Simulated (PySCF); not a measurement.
**[Dy(P5)2]+: forces at shaken geometries**

Aim: move all atoms of relaxed [Dy(P5)2]+ at random and read energies and forces. The structure is generated, not taken from experiment.

Program: PySCF 2.14.0. Level of theory: B3LYP, Dy lcecp-1-SVP with ECP55, P def2-SVP; scalar-relativistic core potentials, no spin–orbit coupling. These are calculated values, not measurements.

2 further runs of the same task are left out: 1 for a known fault of the program, 1 that didn't finish.

### Step 1. Starting geometry

11 atoms, charge 1, spin multiplicity 1.

Bond lengths: Dy1–P2 3.070 Å, Dy1–P3 3.070 Å, Dy1–P4 3.070 Å, Dy1–P5 3.070 Å, Dy1–P6 3.070 Å, Dy1–P7 3.070 Å, Dy1–P8 3.070 Å, Dy1–P9 3.070 Å, Dy1–P10 3.070 Å, Dy1–P11 3.070 Å, P2–P3 2.150 Å, P2–P6 2.150 Å, P3–P4 2.150 Å, P4–P5 2.150 Å, P5–P6 2.150 Å, P7–P8 2.150 Å, P7–P11 2.150 Å, P8–P9 2.150 Å and more. Angles: P2–Dy1–P3 41.0°, P2–Dy1–P4 69.0°, P2–Dy1–P5 69.0°, P2–Dy1–P6 41.0°, P2–Dy1–P7 180.0°, P2–Dy1–P8 139.0°, P2–Dy1–P9 111.0°, P2–Dy1–P10 111.0°, P2–Dy1–P11 139.0°, P3–Dy1–P4 41.0°, P3–Dy1–P5 69.0°, P3–Dy1–P6 69.0°, P3–Dy1–P7 139.0°, P3–Dy1–P8 111.0°, P3–Dy1–P9 111.0°, P3–Dy1–P10 139.0°, P3–Dy1–P11 180.0°, P4–Dy1–P5 41.0° and more.

Geometry (Å):

```xyz
11
DyP10
Dy    0.0000    0.0000    0.0000
P     0.0000    1.8292    2.4653
P    -1.7397    0.5652    2.4653
P    -1.0752   -1.4799    2.4653
P     1.0752   -1.4798    2.4653
P     1.7397    0.5653    2.4653
P     0.0000   -1.8292   -2.4653
P    -1.7397   -0.5653   -2.4653
P    -1.0752    1.4798   -2.4653
P     1.0752    1.4799   -2.4653
P     1.7397   -0.5652   -2.4653
```

Formal oxidation states: Dy +3. Each metal's 9 4f electrons lie in its core potential, so multiplicities, spins and levels count the valence alone. An earlier session relaxed this geometry at B3LYP, Dy lcecp-1-SVP with ECP55, P def2-SVP (singlet, point group D5d).

Its energy there is -3449.654420 Eh.

### Step 2. Atoms moved at random, σ = 0.03 Å

The input, run.py (the lines that set the calculation):

```python
mol = gto.M(atom='''
Dy     0.03504     0.03183     0.07248
P     -0.04284     1.83541     2.46216
P     -1.72011     0.59080     2.46551
P     -1.09270    -1.48656     2.46535
P      1.08050    -1.43811     2.45447
P      1.73586     0.51348     2.41458
P     -0.03788    -1.83202    -2.44870
P     -1.74215    -0.58167    -2.47915
P     -1.07610     1.47473    -2.46551
P      1.09248     1.51471    -2.49438
P      1.76790    -0.62260    -2.44681''',
    basis={'Dy': 'lcecp-1-SVP', 'P': 'def2-SVP'},
    ecp={'Dy': 'lcecp-1-SVP'},
    charge=1, spin=0)
mf = dft.RKS(mol, xc='B3LYP')
mf.grids.atom_grid = (50, 194)  # f atoms: unpruned, at least (60, 302)
mf = mf.density_fit()  # fitting sets: Dy AutoAux, P def2-universal-JKFIT
mf.conv_tol = 1e-08; mf.max_cycle = 55
mf.kernel(dm0)  # dm0: the density of the relaxed state
```

Command:

```console
$ OMP_NUM_THREADS=4 python run.py
```

The log of the run:

```text
init E= -3449.63870370781
  HOMO = -0.405599473752859  LUMO = -0.313120386487687  gap/eV = 2.51648
cycle= 1 E= -3449.64468969687  delta_E= -0.00599  |g|= 0.0609  |ddm|= 0.434
  HOMO = -0.391456898992999  LUMO = -0.306972114018728  gap/eV = 2.29895
cycle= 2 E= -3449.64196579112  delta_E= 0.00272  |g|= 0.105  |ddm|= 0.266
  HOMO = -0.3952371388099  LUMO = -0.308726717418616  gap/eV = 2.35407
cycle= 3 E= -3449.64596682157  delta_E= -0.004  |g|= 0.0299  |ddm|= 0.197
  HOMO = -0.396483187656953  LUMO = -0.308550992398238  gap/eV = 2.39276
cycle= 4 E= -3449.64630714673  delta_E= -0.00034  |g|= 0.0091  |ddm|= 0.0577
  HOMO = -0.396506816290792  LUMO = -0.308324348634568  gap/eV = 2.39957
cycle= 5 E= -3449.64633427562  delta_E= -2.71e-05  |g|= 0.00359  |ddm|= 0.0181
  HOMO = -0.396504333889624  LUMO = -0.308378712963146  gap/eV = 2.39802
cycle= 6 E= -3449.6463382532  delta_E= -3.98e-06  |g|= 0.00206  |ddm|= 0.00872
  HOMO = -0.396556441390147  LUMO = -0.308382163369233  gap/eV = 2.39934
cycle= 7 E= -3449.64633996165  delta_E= -1.71e-06  |g|= 0.000562  |ddm|= 0.00398
  HOMO = -0.396562346620343  LUMO = -0.308367882476801  gap/eV = 2.39989
cycle= 8 E= -3449.6463400804  delta_E= -1.19e-07  |g|= 0.000214  |ddm|= 0.00121
  HOMO = -0.396555588033546  LUMO = -0.308378270856998  gap/eV = 2.39943
cycle= 9 E= -3449.64634009414  delta_E= -1.37e-08  |g|= 0.000136  |ddm|= 0.000542
  HOMO = -0.396551481245339  LUMO = -0.308375049434757  gap/eV = 2.39940
cycle= 10 E= -3449.64634010093  delta_E= -6.8e-09  |g|= 5.87e-05  |ddm|= 0.000291
  HOMO = -0.396552508270718  LUMO = -0.308370185875527  gap/eV = 2.39956
Extra cycle  E= -3449.64634009213  delta_E= 8.8e-09  |g|= 0.000162  |ddm|= 0.000339
converged SCF energy = -3449.64634009213
```

Run time: 24 s. Hardware: 4 threads of Arm Neoverse V1, shared host.

Result: E = -3449.646340 Eh (+0.220 eV from the relaxed state), HOMO -10.79 eV, LUMO -8.39 eV, Mulliken charge on Dy1 +0.73 e, largest force component 1.405 eV/Å. 

```
atom      Fx      Fy  Fz (eV/Å)
 Dy1  -0.079  -0.020     -1.259
  P2   0.859   0.203      0.050
  P3  -0.666  -0.531      0.201
  P4   0.144   0.207      0.033
  P5  -0.462  -1.266      0.165
  P6   0.217   1.405      0.280
  P7   0.646  -0.123      0.081
  P8  -0.181   0.392      0.179
  P9   0.356  -0.009      0.006
 P10  -0.181  -1.044      0.206
 P11  -0.655   0.785      0.059
```

### Step 3. Atoms moved at random, σ = 0.06 Å

The input, run.py (the lines that set the calculation):

```python
mol = gto.M(atom='''
Dy    -0.02281    -0.16160     0.06808
P     -0.05619     1.84295     2.50203
P     -1.87149     0.62633     2.57159
P     -1.05042    -1.46883     2.47730
P      1.05684    -1.42119     2.58578
P      1.72831     0.58198     2.38338
P      0.03461    -1.77577    -2.53204
P     -1.73254    -0.58900    -2.59728
P     -1.07432     1.42213    -2.46631
P      1.19644     1.45994    -2.51646
P      1.79157    -0.51694    -2.47607''',
    basis={'Dy': 'lcecp-1-SVP', 'P': 'def2-SVP'},
    ecp={'Dy': 'lcecp-1-SVP'},
    charge=1, spin=0)
mf = dft.RKS(mol, xc='B3LYP')
mf.grids.atom_grid = (50, 194)  # f atoms: unpruned, at least (60, 302)
mf = mf.density_fit()  # fitting sets: Dy AutoAux, P def2-universal-JKFIT
mf.conv_tol = 1e-08; mf.max_cycle = 55
mf.kernel(dm0)  # dm0: the density of the relaxed state
```

Command:

```console
$ OMP_NUM_THREADS=4 python run.py
```

The log of the run:

```text
init E= -3449.56924041993
  HOMO = -0.408337397433618  LUMO = -0.325574038749506  gap/eV = 2.25211
cycle= 1 E= -3449.63133242938  delta_E= -0.0621  |g|= 0.144  |ddm|= 0.74
  HOMO = -0.375644238180619  LUMO = -0.30091057978213  gap/eV = 2.03361
cycle= 2 E= -3449.59468018631  delta_E= 0.0367  |g|= 0.341  |ddm|= 0.731
  HOMO = -0.38404268670144  LUMO = -0.304688207716972  gap/eV = 2.15935
cycle= 3 E= -3449.63834195258  delta_E= -0.0437  |g|= 0.0614  |ddm|= 0.558
  HOMO = -0.386284346480767  LUMO = -0.306995966458643  gap/eV = 2.15755
cycle= 4 E= -3449.639772167  delta_E= -0.00143  |g|= 0.016  |ddm|= 0.115
  HOMO = -0.386325126592734  LUMO = -0.306226282987959  gap/eV = 2.17960
cycle= 5 E= -3449.63986364695  delta_E= -9.15e-05  |g|= 0.00455  |ddm|= 0.0303
  HOMO = -0.386483638544016  LUMO = -0.306551033154052  gap/eV = 2.17508
cycle= 6 E= -3449.63987038528  delta_E= -6.74e-06  |g|= 0.00307  |ddm|= 0.0125
  HOMO = -0.386499749838998  LUMO = -0.306393115605972  gap/eV = 2.17981
cycle= 7 E= -3449.63987387047  delta_E= -3.49e-06  |g|= 0.00127  |ddm|= 0.00665
  HOMO = -0.386463922323947  LUMO = -0.306409414923047  gap/eV = 2.17839
cycle= 8 E= -3449.63987438272  delta_E= -5.12e-07  |g|= 0.000677  |ddm|= 0.00283
  HOMO = -0.386453602095346  LUMO = -0.306424703814058  gap/eV = 2.17770
cycle= 9 E= -3449.63987456877  delta_E= -1.86e-07  |g|= 0.000194  |ddm|= 0.00133
  HOMO = -0.38645922336745  LUMO = -0.306409234313131  gap/eV = 2.17827
cycle= 10 E= -3449.63987458759  delta_E= -1.88e-08  |g|= 9.22e-05  |ddm|= 0.000571
  HOMO = -0.386458281566397  LUMO = -0.306410287648526  gap/eV = 2.17822
cycle= 11 E= -3449.63987459104  delta_E= -3.45e-09  |g|= 4.2e-05  |ddm|= 0.000227
  HOMO = -0.38645752500536  LUMO = -0.306412565239122  gap/eV = 2.17813
Extra cycle  E= -3449.63987458772  delta_E= 3.32e-09  |g|= 9.93e-05  |ddm|= 0.000238
converged SCF energy = -3449.63987458772
```

Wall time 24 s (4 threads of Arm Neoverse V1, shared host).

It gives: E = -3449.639875 Eh (+0.396 eV from the relaxed state), HOMO -10.52 eV, LUMO -8.34 eV, Mulliken charge on Dy1 +0.72 e, largest force component 1.455 eV/Å. 

```
atom      Fx      Fy  Fz (eV/Å)
 Dy1  -0.079   0.085     -0.966
  P2  -0.323  -0.116     -0.117
  P3   1.455  -0.575     -0.287
  P4  -0.980   0.406      0.481
  P5   0.212  -0.391     -0.262
  P6  -0.283   0.600      0.345
  P7   0.237  -0.673      0.134
  P8   0.252   0.188      0.303
  P9   0.774   0.579     -0.038
 P10  -1.451   0.824      0.361
 P11   0.186  -0.928      0.046
```

### Step 4. Atoms moved at random, σ = 0.15 Å

The input, run.py (the lines that set the calculation):

```python
mol = gto.M(atom='''
Dy     0.17360     0.22649     0.17209
P     -0.08131     1.84075     2.46958
P     -1.54466     0.56108     2.09445
P     -1.33142    -1.51293     2.70438
P      1.24212    -1.66814     2.35224
P      1.82953     0.68859     2.66233
P     -0.06856    -1.88955    -2.68615
P     -2.06941    -0.62415    -2.61157
P     -0.99554     1.59148    -2.49791
P      1.01142     1.51101    -2.29762
P      1.83423    -0.72462    -2.36185''',
    basis={'Dy': 'lcecp-1-SVP', 'P': 'def2-SVP'},
    ecp={'Dy': 'lcecp-1-SVP'},
    charge=1, spin=0)
mf = dft.RKS(mol, xc='B3LYP')
mf.grids.atom_grid = (50, 194)  # f atoms: unpruned, at least (60, 302)
mf = mf.density_fit()  # fitting sets: Dy AutoAux, P def2-universal-JKFIT
mf.conv_tol = 1e-08; mf.max_cycle = 55
mf.kernel(dm0)  # dm0: the density of the relaxed state
```

Command:

```console
$ OMP_NUM_THREADS=4 python run.py
```

The log of the run:

```text
init E= -3449.049489884
  HOMO = -0.497837077414815  LUMO = -0.464644058167084  gap/eV = 0.90323
cycle= 1 E= -3449.37091305221  delta_E= -0.321  |g|= 0.61  |ddm|=  2.3
  HOMO = -0.312957491535947  LUMO = -0.265408414578184  gap/eV = 1.29388
cycle= 2 E= -3448.66253266589  delta_E= 0.708  |g|= 1.46  |ddm|= 3.15
  HOMO = -0.373312728866876  LUMO = -0.304441622095449  gap/eV = 1.87408
cycle= 3 E= -3449.43226447495  delta_E= -0.77  |g|= 0.441  |ddm|= 2.45
  HOMO = -0.380862749009967  LUMO = -0.319944077110707  gap/eV = 1.65768
cycle= 4 E= -3449.50817796155  delta_E= -0.0759  |g|= 0.129  |ddm|= 0.834
  HOMO = -0.379943201280784  LUMO = -0.320052614922143  gap/eV = 1.62971
cycle= 5 E= -3449.51217757087  delta_E= -0.004  |g|= 0.0813  |ddm|= 0.29
  HOMO = -0.380930524558033  LUMO = -0.319410371144944  gap/eV = 1.67405
cycle= 6 E= -3449.51433442165  delta_E= -0.00216  |g|= 0.0361  |ddm|= 0.153
  HOMO = -0.380900694050124  LUMO = -0.319172690049147  gap/eV = 1.67970
cycle= 7 E= -3449.51482163901  delta_E= -0.000487  |g|= 0.0123  |ddm|= 0.0635
  HOMO = -0.380755632038265  LUMO = -0.319420207870213  gap/eV = 1.66902
cycle= 8 E= -3449.51486742174  delta_E= -4.58e-05  |g|= 0.00708  |ddm|= 0.0252
  HOMO = -0.380773021409163  LUMO = -0.319260868468121  gap/eV = 1.67383
cycle= 9 E= -3449.51488816529  delta_E= -2.07e-05  |g|= 0.00154  |ddm|= 0.0116
  HOMO = -0.380833768292632  LUMO = -0.319220948086029  gap/eV = 1.67657
cycle= 10 E= -3449.51488873759  delta_E= -5.72e-07  |g|= 0.00159  |ddm|= 0.0055
  HOMO = -0.380817942712109  LUMO = -0.319223356401728  gap/eV = 1.67607
cycle= 11 E= -3449.51488991175  delta_E= -1.17e-06  |g|= 0.000388  |ddm|= 0.00303
  HOMO = -0.380801594340199  LUMO = -0.31923206555434  gap/eV = 1.67539
cycle= 12 E= -3449.51488997644  delta_E= -6.47e-08  |g|= 0.000241  |ddm|= 0.00115
  HOMO = -0.380798303975459  LUMO = -0.319232535363116  gap/eV = 1.67529
cycle= 13 E= -3449.51488999544  delta_E= -1.9e-08  |g|= 0.00016  |ddm|= 0.000634
  HOMO = -0.380806015858837  LUMO = -0.319232878430433  gap/eV = 1.67549
cycle= 14 E= -3449.5148900074  delta_E= -1.2e-08  |g|= 3.45e-05  |ddm|= 0.000361
  HOMO = -0.380806225379179  LUMO = -0.319230690606198  gap/eV = 1.67556
cycle= 15 E= -3449.51489000768  delta_E= -2.83e-10  |g|= 2.81e-05  |ddm|= 0.000102
  HOMO = -0.380804323209655  LUMO = -0.319232144089677  gap/eV = 1.67546
Extra cycle  E= -3449.51489000533  delta_E= 2.35e-09  |g|= 7.93e-05  |ddm|= 0.000165
converged SCF energy = -3449.51489000533
```

Run time: 27 s. Hardware: 4 threads of Arm Neoverse V1, shared host.

Result: E = -3449.514890 Eh (+3.797 eV from the relaxed state), HOMO -10.36 eV, LUMO -8.69 eV, Mulliken charge on Dy1 +0.62 e, largest force component 4.381 eV/Å. The gap is small, and the closed shell wasn't tested for a lower spin-broken solution.

```
atom      Fx      Fy  Fz (eV/Å)
 Dy1   0.806  -0.845     -2.820
  P2   3.346   1.497      0.944
  P3  -4.381  -1.937      1.583
  P4   2.639   0.472     -1.367
  P5  -1.591   2.303      1.283
  P6  -1.063  -1.752     -0.385
  P7  -0.487   1.413      0.634
  P8   3.506   0.812      0.173
  P9  -2.353  -1.412      0.112
 P10   1.913  -1.244     -0.120
 P11  -2.335   0.694     -0.038
```

### Step 5. Results

| σ (Å) | energy rise (eV) | harmonic estimate −½ F·u (eV) | largest force component (eV/Å) |
| --- | --- | --- | --- |
| 0.03 | 0.220 | 0.223 | 1.41 |
| 0.06 | 0.396 | 0.384 | 1.45 |
| 0.15 | 3.797 | 3.379 | 4.38 |

Every displacement raises the energy. For a harmonic well the rise equals −½ F·u; the two differ by at most 11 % here (a move with σ = 0.15 Å), from anharmonicity, the grid and the small forces left at the relaxed point. These are double-zeta-type bases without diffuse functions. Spin–orbit coupling is left out.
